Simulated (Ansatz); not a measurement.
**SiBrF₂ radical: basis-set convergence**

Aim: see how fast density functionals converge with the basis set for SiBrF₂ radical.

Computed with Ansatz 0.2.0, Gaussian basis. Level: one geometry, several basis sets.

Levels to be run: PBE0-D4/def2-SVP; ωB97M-V/def2-SVP; PBE0-D4/def2-QZVPP; ωB97M-V/def2-QZVPP; the functionals' def2-TZVPP values are taken from earlier runs.

### 1 The geometry

The geometry comes from an earlier relaxation with PBE0-D4 in a triple-zeta def2 set; it is a stationary point.

SMILES `F[Si](F)Br`, 4 atoms, charge 0, spin multiplicity 2.

Atoms are counted from 1 here; the program's logs count them from 0.

Bond lengths: F1–Si2 1.586 Å, Si2–F3 1.586 Å, Si2–Br4 2.206 Å. Angles: F1–Si2–F3 106.6°, F1–Si2–Br4 109.2°, F3–Si2–Br4 109.2°.

### 2 PBE0-D4 in def2-SVP

Contents of in.yaml:

```yaml
crystal:
  periodic: [false, false, false]
  atoms:
    - {symbol: F, position_ang: [1.361897, 0.144616, 0.763555]}
    - {symbol: Si, position_ang: [0.249170, -0.376864, -0.238523]}
    - {symbol: F, position_ang: [-0.805103, -1.179840, 0.632109]}
    - {symbol: Br, position_ang: [-0.750364, 1.351689, -1.177441]}
basis:
  gaussian: {orbitals: def2-SVP}
magnetization: {spin_polarized: true, initial_magnetization: 1}
hamiltonian: {xc: pbe0, dispersion: d4}
output: {orbitals: {seedname: orbitals}}
```

Command:

```sh
> ansatz run in.yaml --threads 4 --pin off --events-out ev --progress --plain --max-ram 10444MiB
```

Further steps of the session: ωB97M-V in def2-SVP; PBE0-D4 in def2-QZVPP; ωB97M-V in def2-QZVPP.

Q: Predict the results of all the runs planned. Wanted: PBE0-D4: double and triple zeta above quadruple; ωB97M-V: double and triple zeta above quadruple.

The runs gave:

| quantity | value |
| --- | --- |
| PBE0-D4: double and triple zeta above quadruple | 20.58, 2.03 eV |
| ωB97M-V: double and triple zeta above quadruple | 20.54, 1.94 eV |

What this shows: PBE0-D4 gains 18.55 eV from double to triple zeta, then 2.03 eV more. Total energies overstate the basis error of differences, where much of it tends to cancel.
